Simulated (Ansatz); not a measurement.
# NbTe4Mo: the cost of one run

Computed with Ansatz 0.2.0 (DFT PBE, scalar-relativistic, plane waves, PAW, unless a step's input says otherwise).

### Step 1. Starting point

It takes space group P-6m2 (No. 187, hexagonal). Conventional cell: a = 3.623 Å, b = 3.623 Å, c = 14.736 Å, α = 90.00°, β = 90.00°, γ = 120.00°. Nb (site symmetry -6m2) has 6 Te at 2.80 Å as nearest neighbours. Around Te (site symmetry 3m) lie 3 Mo at 2.75 Å. Around Te (site symmetry 3m) lie 3 Nb at 2.80 Å. Mo (site symmetry -6m2) is surrounded by 6 Te at 2.75 Å.

As a file:

```
Nb Te Mo
1.0
     3.62338    0.00000    0.00000
    -1.81169    3.13794    0.00000
     0.00000    0.00000   14.73590
Nb Te Mo
1 4 1
Cartesian
  0.0000 2.0920 0.0000
  0.0000 2.0920 5.5846
  1.8117 1.0460 12.8685
  0.0000 2.0920 9.1513
  1.8117 1.0460 1.8674
  1.8117 1.0460 7.3679
```

The cell was relaxed beforehand at this level, from a generated guess; it is a trial structure. At a tolerance of 0.05 Å it has space group P-6m2 (No. 187); it has 27.92 Å³/atom, an uncorrected energy of -0.35 eV/atom over the elements.

### Step 2. Electronic structure at the relaxed geometry

Contents of input.yaml:

```yaml
crystal:
  lattice:
    - [3.6233800774, 0.0, 0.0]
    - [-1.8116900387, 3.1379391946, 0.0]
    - [0.0, 0.0, 14.7358980029]
  atoms:
    - { symbol: Nb, position: [0.3333333333, 0.6666666667, 0.0] }
    - { symbol: Te, position: [0.3333333333, 0.6666666667, 0.3789822312] }
    - { symbol: Te, position: [0.6666666667, 0.3333333333, 0.8732772351] }
    - { symbol: Te, position: [0.3333333333, 0.6666666667, 0.6210177688] }
    - { symbol: Te, position: [0.6666666667, 0.3333333333, 0.1267227649] }
    - { symbol: Mo, position: [0.6666666667, 0.3333333333, 0.5] }
basis:
  ecutwfc: 420
kpoints:
  mp_grid: { grid: [12, 12, 4] }
  band_path:
    path:
      - [[0.0, 0.0, 0.0], [0.5, 0.0, 0.0], [0.33333333, 0.33333333, 0.0], [0.0, 0.0, 0.0], [0.0, 0.0, 0.5], [0.5, 0.0, 0.5], [0.33333333, 0.33333333, 0.5], [0.0, 0.0, 0.5]]
      - [[0.5, 0.0, 0.5], [0.5, 0.0, 0.0]]
      - [[0.33333333, 0.33333333, 0.5], [0.33333333, 0.33333333, 0.0]]
    npoints: 14
hamiltonian:
  xc: pbe
scf:
  occupations: { method: gaussian, width: 0.1 }
  n_extra_bands: 15
output:
  forces: true
  stress: true
  eigenvalues: true
  populations: true
  dos: { projected: true, de: 0.02, nscf_kmesh: { grid: [15, 15, 5] } }
  bader: true
  write_density: true
  write_potential: true
  elf: true
  volumetric_format: npy
```

Run with:

```sh
> ansatz run input.yaml --threads 1 --pin off --max-ram 2560MiB --backend cpu --events-out ev --progress --plain --runs-dir out
```

What time and memory should one allow on 1 thread of Arm Neoverse V1, shared host?

About 5.1 min, with a peak of 1 GiB.
